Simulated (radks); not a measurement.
# Yb⁴⁺ in [Xe] 4f12: an all-electron calculation

The task here is to estimate one member of a computed series from the others.

Method: scalar-relativistic Kohn-Sham, PBE, spin-unpolarised, spherical densities, point nucleus. Code: radks (a radial shooting solver on a logarithmic mesh, Libxc functionals) version 1.

### Starting point

| Item | Value |
| --- | --- |
| element | ytterbium (Z = 70) |
| charge | +4 |
| electrons | 66 |
| configuration | [Xe] 4f12 |

Outer shells as boxes (Hund's rule):

Yb⁴⁺
```
[Xe] core
4f [↑↓][↑↓][↑↓][↑↓][↑↓][↑ ][↑ ]
```

The first run:

Input:

```text
Z 70
configuration [Xe] 4f12 6s0 5d0 6p0 5f0
relativity scalar-relativistic
functional pbe,pbe
spin unpolarised
nucleus point
c 137.035999084
```

The run is started by

```console
$ python run_ks.py task.json out
```

The same process makes all the runs of this session.

One table of the session follows, with a row left open; its other results are not shown here.

It belongs to the step «Shells». From the orbitals of this run (lengths in bohr):

| level | <r> | outermost maximum (interpolated) | 90 % within | nodes |
| --- | --- | --- | --- | --- |
| 1s | 0.01966 | 0.0124 | 0.0357 | 0 |
| 2s | ? | ? | ? | ? |
| 2p | 0.07415 | 0.0576 | 0.121 | 0 |
| 3s | 0.2167 | 0.199 | 0.318 | 2 |
| 3p | 0.2163 | 0.197 | 0.323 | 1 |
| 3d | 0.1961 | 0.160 | 0.305 | 0 |
| 4s | 0.4870 | 0.455 | 0.699 | 3 |
| 4p | 0.5168 | 0.476 | 0.751 | 2 |
| 4d | 0.5565 | 0.490 | 0.835 | 1 |
| 5s | 1.162 | 1.05 | 1.67 | 4 |
| 5p | 1.342 | 1.19 | 1.95 | 3 |
| 4f | 0.6968 | 0.477 | 1.17 | 0 |
| 5d | 1.839 | 1.55 | 2.74 | 2 |
| 6s | 2.649 | 2.48 | 3.73 | 5 |
| 6p | 3.086 | 2.90 | 4.36 | 4 |

Q: Estimate the row for 2s from the others.

**Answer.** <r>: 0.08333; outermost maximum (interpolated): 0.0706; 90 % within: 0.129; nodes: 1. In the column «<r>» it lies between 2p (0.07415) and 3d (0.1961).

Limits of these values: Spin polarisation and multiplet splitting are left out.
